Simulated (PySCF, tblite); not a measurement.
# C6H10ClSi radical: geometry, infrared bands and EPR parameters

What infrared bands and EPR parameters should C6H10ClSi radical (`CC[Si]1CC/C1=C/Cl`) show?

Programs: tblite 0.8.0 and PySCF 2.14.0, with density-fitted response routines of our own. Each step states its level of theory. These are calculated values for one molecule in the gas phase, unless marked as measured. Atoms are numbered from 0 throughout.

**1. The starting structure**

18 atoms, charge 0, multiplicity 2; geometry from: force field or distance geometry start.

Bonds of the start (Å): C0–C1 1.51, C1–Si2 1.83, Si2–C3 1.84, C3–C4 1.50, C4–C5 1.50, C5–C6 1.35, C6–Cl7 1.74, C5–Si2 1.83, C0–H8 1.12, C0–H9 1.11, C0–H10 1.12, C1–H11 1.12, C1–H12 1.14, C3–H13 1.11, C3–H14 1.11, C4–H15 1.13, C4–H16 1.11, C6–H17 1.11.

**2. Geometry optimisation with GFN2-xTB**

The job: settings as JSON, then the geometry in Å.

```
{"job": {"kind": "relax", "xc": "GFN2-xTB", "basis": "xTB"}, "charge": 0, "multiplicity": 2}
C      2.494200     0.100800     0.338000
C      1.424300     1.044600    -0.164500
Si     0.051400     0.266900    -1.088600
C     -0.386000    -1.488500    -0.765900
C     -1.414600    -1.160100     0.281300
C     -1.504800     0.274400    -0.132400
C     -2.432900     1.207100     0.153600
Cl    -2.345900     2.847900    -0.412500
H      2.518300     0.194600     1.454400
H      3.486400     0.452700    -0.024600
H      2.297100    -0.964700     0.044600
H      1.952400     1.829500    -0.756900
H      0.998300     1.576300     0.746300
H     -0.861600    -1.949100    -1.655100
H      0.420600    -2.115200    -0.333400
H     -2.397300    -1.708100     0.211600
H     -1.017500    -1.302200     1.304400
H     -3.291100     0.899400     0.788000
```

On the command line:

```sh
> OMP_NUM_THREADS=1 python probes_run.py task.json out
```

The driver reads the jobs from task.json and runs them one after another.

The log of the run:

```text
step      E/eV     max force
  0    -655.32688    3.361
  1    -655.70615    2.176
  2    -655.80082    0.931
  3    -655.86408    0.708
  4    -655.94054    0.526
  5    -655.96674    0.419
  6    -655.98700    0.231
  7    -655.99398    0.227
  8    -655.99946    0.199
  9    -656.00242    0.143
 10    -656.00407    0.077
 11    -656.00506    0.073
 12    -656.00613    0.079
 13    -656.00728    0.093
 14    -656.00843    0.091
 15    -656.00949    0.082
 16    -656.01052    0.084
 17    -656.01170    0.088
 18    -656.01326    0.102
 19    -656.01531    0.120
 20    -656.01773    0.122
 21    -656.02034    0.134
 22    -656.02322    0.156
 23    -656.02676    0.199
 24    -656.03114    0.205
 25    -656.03544    0.154
 26    -656.03889    0.160
 27    -656.04200    0.194
 28    -656.04576    0.214
 29    -656.05089    0.210
 30    -656.05674    0.224
 31    -656.06195    0.165
 32    -656.06669    0.164
 33    -656.07109    0.203
 34    -656.07224    0.359
 35    -656.07955    0.151
 36    -656.08369    0.090
 37    -656.08912    0.115
 38    -656.09142    0.138
 39    -656.09547    0.156
 40    -656.09956    0.139
 41    -656.10314    0.129
 42    -656.10640    0.135
 43    -656.11007    0.133
 44    -656.11397    0.153
 45    -656.11790    0.133
 46    -656.12132    0.135
 47    -656.12448    0.128
 48    -656.12758    0.117
 49    -656.13129    0.149
 50    -656.13541    0.159
 51    -656.13971    0.138
 52    -656.14357    0.159
 53    -656.14713    0.157
 54    -656.15100    0.169
 55    -656.15451    0.146
 56    -656.15714    0.148
 57    -656.15915    0.164
 58    -656.16203    0.148
 59    -656.16710    0.157
 60    -656.17148    0.148
 61    -656.17540    0.133
 62    -656.17807    0.151
 63    -656.18048    0.103
 64    -656.18242    0.123
 65    -656.18453    0.135
 66    -656.18693    0.107
 67    -656.18848    0.099
 68    -656.18985    0.094
 69    -656.19156    0.097
 70    -656.19314    0.093
 71    -656.19417    0.070
 72    -656.19470    0.053
 73    -656.19510    0.060
 74    -656.19552    0.059
 75    -656.19600    0.072
 76    -656.19644    0.053
 77    -656.19675    0.054
 78    -656.19698    0.040
 79    -656.19719    0.030
 80    -656.19738    0.035
 81    -656.19751    0.019
 82    -656.19760    0.020
 83    -656.19768    0.021
 84    -656.19777    0.019
 85    -656.19787    0.020
 86    -656.19796    0.019
 87    -656.19804    0.022
 88    -656.19810    0.020
 89    -656.19816    0.016
 90    -656.19823    0.017
 91    -656.19830    0.021
 92    -656.19838    0.019
 93    -656.19844    0.015
 94    -656.19848    0.016
 95    -656.19852    0.017
 96    -656.19859    0.017
 97    -656.19867    0.023
 98    -656.19875    0.020
 99    -656.19882    0.022
100    -656.19889    0.022
101    -656.19899    0.031
102    -656.19914    0.035
103    -656.19932    0.037
104    -656.19948    0.033
105    -656.19960    0.028
106    -656.19970    0.030
107    -656.19980    0.030
108    -656.19988    0.020
109    -656.19993    0.013
110    -656.19997    0.019
111    -656.20002    0.020
112    -656.20007    0.014
113    -656.20012    0.015
114    -656.20017    0.016
115    -656.20024    0.018
116    -656.20031    0.016
117    -656.20037    0.017
118    -656.20042    0.016
119    -656.20047    0.016
120    -656.20054    0.022
121    -656.20064    0.022
122    -656.20075    0.025
123    -656.20084    0.023
124    -656.20095    0.026
125    -656.20107    0.027
126    -656.20120    0.026
127    -656.20132    0.029
128    -656.20144    0.028
129    -656.20161    0.027
130    -656.20188    0.034
131    -656.20234    0.061
132    -656.20313    0.091
133    -656.20413    0.095
134    -656.20257    0.233
135    -656.20527    0.107
136    -656.20467    0.104
137    -656.20658    0.046
138    -656.20702    0.044
139    -656.20728    0.051
140    -656.20763    0.066
141    -656.20779    0.038
142    -656.20819    0.049
143    -656.20856    0.046
144    -656.20875    0.048
145    -656.20895    0.047
146    -656.20921    0.048
147    -656.20958    0.030
148    -656.20986    0.037
149    -656.21013    0.031
150    -656.21032    0.050
151    -656.21067    0.047
152    -656.21109    0.061
153    -656.21179    0.123
154    -656.21219    0.144
155    -656.21318    0.073
156    -656.21387    0.089
157    -656.21477    0.062
158    -656.21633    0.072
159    -656.21775    0.074
160    -656.21847    0.130
161    -656.21897    0.166
162    -656.22102    0.146
163    -656.22201    0.093
164    -656.22393    0.093
165    -656.22473    0.134
166    -656.22600    0.097
167    -656.22712    0.074
168    -656.22664    0.213
169    -656.22899    0.062
170    -656.22978    0.054
171    -656.23043    0.143
172    -656.23147    0.051
173    -656.23198    0.036
174    -656.23254    0.043
175    -656.23271    0.038
176    -656.23282    0.030
177    -656.23298    0.036
178    -656.23305    0.022
179    -656.23317    0.019
180    -656.23328    0.023
181    -656.23335    0.024
182    -656.23342    0.017
183    -656.23347    0.012
184    -656.23349    0.009
```

Wall time 5.1 s (1 thread of Intel Xeon at 2.50GHz, shared host).

The steps of the relaxation: (not every step is listed)

```
step  energy from step 0 (eV)  largest force (eV/Å)
   0                   0.0000                3.3612
   1                  -0.3793                2.1760
   2                  -0.4739                0.9306
   3                  -0.5372                0.7076
   4                  -0.6137                0.5264
   5                  -0.6399                0.4192
   6                  -0.6601                0.2308
   7                  -0.6671                0.2266
   8                  -0.6726                0.1990
  25                  -0.7086                0.1542
  42                  -0.7795                0.1352
  59                  -0.8402                0.1574
  76                  -0.8696                0.0529
  93                  -0.8716                0.0150
 110                  -0.8731                0.0187
 127                  -0.8744                0.0286
 144                  -0.8819                0.0478
 161                  -0.8921                0.1661
 178                  -0.9062                0.0219
 179                  -0.9063                0.0191
 180                  -0.9064                0.0234
 181                  -0.9065                0.0243
 182                  -0.9065                0.0170
 183                  -0.9066                0.0123
 184                  -0.9066                0.0095
```

Close pairs (by a distance rule), those that changed most:

```
  bond  before (Å)  after (Å)  change (Å)
Si2–C3       1.838      1.936      +0.099
C1–Si2       1.829      1.911      +0.082
Si2–C5       1.827      1.885      +0.058
C1–H12       1.137      1.090      -0.047
C4–H15       1.127      1.090      -0.037
 C3–C4       1.504      1.540      +0.036
C0–H10       1.123      1.088      -0.034
 C0–H8       1.121      1.088      -0.033
```

The final coordinates are the input of the step that follows.

**3. Harmonic vibrations with GFN2-xTB**

The job: settings as JSON, then the geometry in Å.

```
{"job": {"kind": "ir", "xc": "GFN2-xTB", "basis": "xTB"}, "charge": 0, "multiplicity": 2}
C      2.074276     0.600132     0.679480
C      1.683712     0.944604    -0.755937
Si    -0.021504     0.220874    -1.224698
C     -0.420483    -1.655612    -0.962015
C     -1.561590    -1.300569     0.009095
C     -1.390820     0.198845     0.069996
C     -2.064218     1.067416     0.807796
Cl    -1.715088     2.759877     0.752179
H      1.334936     0.982787     1.379292
H      3.039309     1.040071     0.927219
H      2.147961    -0.477112     0.814697
H      2.444215     0.570727    -1.442776
H      1.660409     2.028309    -0.871741
H     -0.754184    -2.224468    -1.825388
H      0.372705    -2.226466    -0.482222
H     -2.542989    -1.581468    -0.374364
H     -1.437560    -1.758283     0.990561
H     -2.857848     0.816654     1.497170
```

The log of the run:

```text
mode    cm-1     km/mol
  1      27.4      0.19
  2      55.3      0.05
  3      70.2      0.44
  4     109.9      0.17
  5     148.2      3.12
  6     204.0      0.55
  7     242.8      0.58
  8     278.3      1.86
  9     352.3      5.38
 10     369.0     11.44
 11     522.8     15.67
 12     577.4     28.58
 13     681.0     18.03
 14     692.3      8.14
 15     729.3     73.21
 16     749.9     35.88
 17     762.2     57.41
 18     829.6     24.70
 19     863.5      3.23
 20     980.8     10.18
 21    1015.2      3.93
 22    1025.8      2.81
 23    1057.0      7.68
 24    1061.5      6.25
 25    1063.9     18.29
 26    1167.5     14.67
 27    1182.3      2.41
 28    1202.0     21.15
 29    1234.8      3.12
 30    1255.6      0.98
 31    1275.5      0.24
 32    1415.1      2.36
 33    1454.9      0.11
 34    1475.0      0.86
 35    1481.5      0.73
 36    1505.0      0.40
 37    1509.6      2.50
 38    1639.7     33.55
 39    2968.0     11.85
 40    2977.7     28.38
 41    2987.5     34.74
 42    2993.4     10.19
 43    2995.0     50.44
 44    3012.5     48.80
 45    3026.2     28.55
 46    3027.3     53.07
 47    3037.3     19.94
 48    3038.2      8.76
```

Run time: 2.6 s. Hardware: 1 thread of Intel Xeon at 2.50GHz, shared host.

Which atoms move in the most intense modes:

```
cm⁻¹  km/mol                                 atoms
 729    73.2           H11 27 %, H12 20 %, C1 16 %
 750    35.9  Si2 21 %, C6 19 %, H17 18 %, C3 13 %
 762    57.4                     H17 51 %, C6 20 %
1640    33.5                      C5 59 %, C6 38 %
2988    34.7          H16 39 %, H15 36 %, H14 19 %
2995    50.4                    H14 61 %, H16 27 %
3012    48.8                               H9 83 %
3027    53.1                              H10 76 %
```

**4. g tensor and hyperfine couplings: B3LYP/pcH-1**

The job, as its differences from that of step 3:

```diff
@@ -1,2 +1,2 @@
-{"job": {"kind": "ir", "xc": "GFN2-xTB", "basis": "xTB"}, "charge": 0, "multiplicity": 2}
+{"job": {"kind": "epr", "basis": "pcH-1"}, "charge": 0, "multiplicity": 2}
 C      2.074276     0.600132     0.679480
```

Method: UKS B3LYP, pcH-1 on C Cl H Si, non-relativistic, mean-field spin-orbit, GIAO.

The log of the run:

```text
UKS, coarse grid
  cycle   1  E = -984.22369879  |g| = 4.28e-01
  cycle   2  E = -984.13811655  |g| = 5.77e-01
  cycle   3  E = -984.30665554  |g| = 1.11e-01
  cycle   4  E = -984.31159623  |g| = 5.75e-02
  cycle   5  E = -984.31324086  |g| = 1.04e-02
  cycle   6  E = -984.31329897  |g| = 3.99e-03
  cycle   7  E = -984.31330671  |g| = 1.48e-03
  cycle   8  E = -984.31330890  |g| = 7.54e-04
UKS, final grid
  cycle   1  E = -984.31332225  |g| = 1.10e-03
  cycle   2  E = -984.31332126  |g| = 1.80e-03
  cycle   3  E = -984.31332308  |g| = 1.33e-04
  cycle   4  E = -984.31332312  |g| = 1.03e-04
  cycle   5  E = -984.31332316  |g| = 6.25e-05
  cycle   6  E = -984.31332316  |g| = 1.51e-05
E = -984.31332316 Eh   <S^2> = 0.7549 (exact 0.7500)
g shifts (ppm)      1          2          3
  rmc          -149       -149       -149
  gc             66         12        102
  oz_so        -174        868       3125
  total        -258        730       3077
hyperfine (MHz)  atom isotope    a_iso     a_fc   dipolar eigenvalues
    0   13C      26.58      26.58     -2.58     -2.45      5.03
    1   13C      36.44      36.43     -5.38     -5.18     10.56
    2  29Si    -433.12    -434.05   -156.94     77.14     79.80
    3   13C      15.87      15.83     -6.35     -5.23     11.58
    4   13C       6.83       6.83     -1.53     -1.00      2.53
    5   13C       0.46       0.45    -13.47      0.93     12.54
    6   13C      12.06      12.01    -11.93    -10.89     22.82
    7  35Cl       1.00       1.00     -4.32     -2.51      6.83
    8    1H       0.63       0.63     -2.65     -0.72      3.37
    9    1H      21.78      21.78     -1.86     -0.66      2.52
   10    1H      -0.18      -0.17     -2.59     -0.88      3.47
   11    1H      -3.33      -3.33     -4.40     -2.06      6.46
   12    1H       0.55       0.55     -4.58     -2.42      7.00
   13    1H      13.88      13.88     -4.55     -2.84      7.39
   14    1H      27.34      27.34     -4.16     -0.23      4.39
   15    1H       0.89       0.89     -1.46     -0.95      2.40
   16    1H      -2.25      -2.26     -1.22     -0.94      2.16
   17    1H      -6.58      -6.59     -5.75     -1.03      6.79
```

Wall time 4.5 min (1 thread of Intel Xeon at 2.50GHz, shared host); peak memory 1.1 GiB.

Principal g values 2.00206, 2.00305, 2.00540; g(iso) = 2.00350, against 2.00232 for a free electron.

Hyperfine couplings; where a row names several nuclei, a(iso) is their mean (it holds for fast rotation or exchange) and the dipolar term the largest among them:

```
     nuclei  isotope  a(iso) (MHz)  a(iso) (G, at g = 2.0023)  largest dipolar term (MHz)
        Si2     29Si        -433.1                     -154.5                      -156.9
         C1      13C          36.4                       13.0                        10.6
         C0      13C          26.6                        9.5                         5.0
   H13, H14       1H          20.6                        7.4                         7.4
         C3      13C          15.9                        5.7                        11.6
         C6      13C          12.1                        4.3                        22.8
H8, H9, H10       1H           7.4                        2.6                         3.5
         C4      13C           6.8                        2.4                         2.5
        H17       1H          -6.6                       -2.3                         6.8
   H11, H12       1H          -1.4                       -0.5                         7.0
        Cl7     35Cl           1.0                        0.4                         6.8
   H15, H16       1H          -0.7                       -0.2                         2.4
         C5      13C           0.5                        0.2                       -13.5
```

Mulliken spin populations:

C0 0.01; C1 0.02; Si2 0.84; C3 0.02; C4 0.01; C5 -0.06; C6 0.14; Cl7 0.01; H8 0.00; H9 0.01; H10 0.00; H11 0.00; H12 0.00; H13 0.00; H14 0.01; H15 0.00; H16 0.00; H17 0.00

In first order the couplings over 0.8 MHz of 1H, 35Cl give 280 distinct lines over 27.0 G, if the averaged nuclei exchange fast.

The fields below are evaluated on a grid from the run's orbitals.

ELF in a plane through or near 4 of the atoms.

Ten even steps from '0' (0.00) to '9' (1.00):
```
0000000000000000000000000000
0000000000000000000000000000
0000000000000112100000000000
0000000000002455310000000000
0000000000003454200242000000
0000000000001211138999400000
0000000013100003579999500000
0000011159960016765774000000
0003999769981025541000000000
0005999932640013344310000000
0002899735620000268753210000
0000122378820000267754310000
0000000024200688522210000000
0000000000004999941000000000
0000000000005999830000000000
0000000000000465200000000000
0000000000000000000000000000
0000000000000000000000000000
0000000000000000000000000000
0000000000000000000000000000
```
The map spans 11.6 Å across and 11.6 Å up, centred on the molecule. Atoms in the plane (x, y in Å): C0 (-2.1, 0.1), H9 (-3.2, 0.3), H14 (0.5, -2.2), H17 (2.4, 2.3).

log10 of the density (e/Å³) in the same plane.

Ten even steps from '0' (-4.0) to '9' (0.9):
```
0000000000000000000000000000
0000000000001122210000000000
0000000000012333332100000000
0000000000134455543321100000
0000000001234555555543210000
0000001122234555666765320000
0000122334444456677875420000
0002344556654456777665320000
0023567778865556666544320000
0024578899865556677665431000
0023567888765455678876532000
0012345677755556678876532100
0000123455545667776654321000
0000012233335678765443210000
0000000011234566654322100000
0000000000013444443210000000
0000000000001222222100000000
0000000000000000000000000000
0000000000000000000000000000
0000000000000000000000000000
```
The map spans 11.6 Å across and 11.6 Å up, centred on the molecule. Atoms in the plane (x, y in Å): C0 (-2.1, 0.1), H9 (-3.2, 0.3), H14 (0.5, -2.2), H17 (2.4, 2.3).

On the surface of density 0.002 e/bohr³ the electrostatic potential runs, from the 1st to the 99th percentile, from -0.65 V near Cl7 to 0.91 V near H17.

The spin density lies nearest to Si2 63 %; C6 9 %.

**5. What came out**

| quantity | value |
| --- | --- |
| strongest single infrared mode (GFN2-xTB) | 729 cm⁻¹, 73 km/mol |
| zero-point energy (GFN2-xTB) | 89.1 kcal/mol |
| g(iso) (B3LYP) | 2.00350 |
| ⟨S²⟩ | 0.755 (exact 0.75) |
| largest a(iso) (averaged by class) | 29Si on Si2, -433.1 MHz |
| surface potential, 1st and 99th percentile | -0.65 V and 0.91 V |

**Reading.** Relaxing lowered the energy by 0.907 eV in 184 steps; the close pair that moved most is Si2–C3, from 1.838 to 1.936 Å. No mode is imaginary among the 48: a minimum at this level. The strongest single mode, at 729 cm⁻¹, is spread over several atoms, H11, H12, C1 among them. GFN2-xTB is a fitted tight-binding method: band positions and strengths are rough. Its intensities can rank the bands wrongly. Si2 carries the largest spin population, 0.84 e. The isotropic g lies 1.2 ppt above the free-electron value.
